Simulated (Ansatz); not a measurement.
**C3H7ClOSn: small, medium and large basis sets**

An exercise on one series of results from a longer session: the logs are not shown, and one member is left open.

Computed with Ansatz 0.2.0, Gaussian basis. Level: one geometry, several basis sets.

The runs, in order: PBE0-D4/def2-SVP; ωB97M-V/def2-SVP; PBE0-D4/def2-QZVPP; ωB97M-V/def2-QZVPP; the functionals' def2-TZVPP values are taken from earlier runs.

1 further run of the same task is left out (for a known fault of the program). Runs told in other sessions of the task aren't counted.

## The relaxed structure

The geometry comes from an earlier relaxation with PBE0-D4 in a triple-zeta def2 set; it is a stationary point, not always the lowest conformer. Sn takes the def2 core potential; no spin-orbit term is included.

SMILES `CC(C)[O][Sn][Cl]`, 13 atoms, charge 0, spin multiplicity 1.

Atoms are counted from 1 here; the program's logs count them from 0.

Bond lengths: C1–C2 1.516 Å, C1–H7 1.093 Å, C1–H8 1.093 Å, C1–H9 1.093 Å, C2–C3 1.515 Å, C2–O4 1.418 Å, C2–H10 1.098 Å, C3–H11 1.093 Å, C3–H12 1.093 Å, C3–H13 1.092 Å, O4–Sn5 1.957 Å, Sn5–Cl6 2.390 Å. Angles: C2–C1–H7 110.8°, C2–C1–H8 110.2°, C2–C1–H9 110.6°, H7–C1–H8 108.6°, H7–C1–H9 108.0°, H8–C1–H9 108.6°, C1–C2–C3 112.3°, C1–C2–O4 109.4°, C1–C2–H10 108.4°, C3–C2–O4 108.2°, C3–C2–H10 109.0°, O4–C2–H10 109.5°, C2–C3–H11 110.7°, C2–C3–H12 110.3°, C2–C3–H13 110.6°, H11–C3–H12 108.6°, H11–C3–H13 108.4°, H12–C3–H13 108.3° and more.

Set-up of the first run:

Contents of in.yaml:

```yaml
crystal:
  periodic: [false, false, false]
  atoms:
    - {symbol: C, position_ang: [-0.364758, 0.666485, 1.126891]}
    - {symbol: C, position_ang: [0.007180, -0.151912, -0.094198]}
    - {symbol: C, position_ang: [-1.210866, -0.615278, -0.867247]}
    - {symbol: O, position_ang: [0.809335, 0.632420, -0.961256]}
    - {symbol: Sn, position_ang: [2.753071, 0.795354, -1.123037]}
    - {symbol: Cl, position_ang: [3.379419, -0.759019, 0.581375]}
    - {symbol: H, position_ang: [-1.007097, 0.091014, 1.798013]}
    - {symbol: H, position_ang: [-0.897924, 1.572055, 0.826042]}
    - {symbol: H, position_ang: [0.530678, 0.956440, 1.681619]}
    - {symbol: H, position_ang: [0.576265, -1.030187, 0.237774]}
    - {symbol: H, position_ang: [-1.849796, -1.242910, -0.240977]}
    - {symbol: H, position_ang: [-1.793284, 0.244847, -1.206978]}
    - {symbol: H, position_ang: [-0.911822, -1.194110, -1.743221]}
basis:
  gaussian: {orbitals: def2-SVP}
hamiltonian: {xc: pbe0, dispersion: d4}
output: {orbitals: {seedname: orbitals}}
```

The run is started by

```console
$ ansatz run in.yaml --threads 4 --pin off --events-out ev --progress --plain --max-ram 11315MiB
```

Among the steps run: PBE0-D4 in def2-SVP; ωB97M-V in def2-SVP; PBE0-D4 in def2-QZVPP; ωB97M-V in def2-QZVPP.

One table of the session follows, with a row left open; its other results are not shown here.

It belongs to the step «Density functionals: the series». 

```
functional       basis  HOMO (eV)  LUMO (eV)
   PBE0-D4    def2-SVP      -7.63      -2.35
   PBE0-D4  def2-TZVPP      -7.74      -2.46
   PBE0-D4  def2-QZVPP      -7.76      -2.48
   ωB97M-V    def2-SVP      -9.74      -0.54
   ωB97M-V  def2-TZVPP          ?          ?
   ωB97M-V  def2-QZVPP      -9.92      -0.79
```

Q: Estimate the row for ωB97M-V, def2-TZVPP from the others.

**Answer.** HOMO (eV): -9.90; LUMO (eV): -0.74. In the column «HOMO (eV)» it lies between ωB97M-V, def2-QZVPP (-9.92) and ωB97M-V, def2-SVP (-9.74).
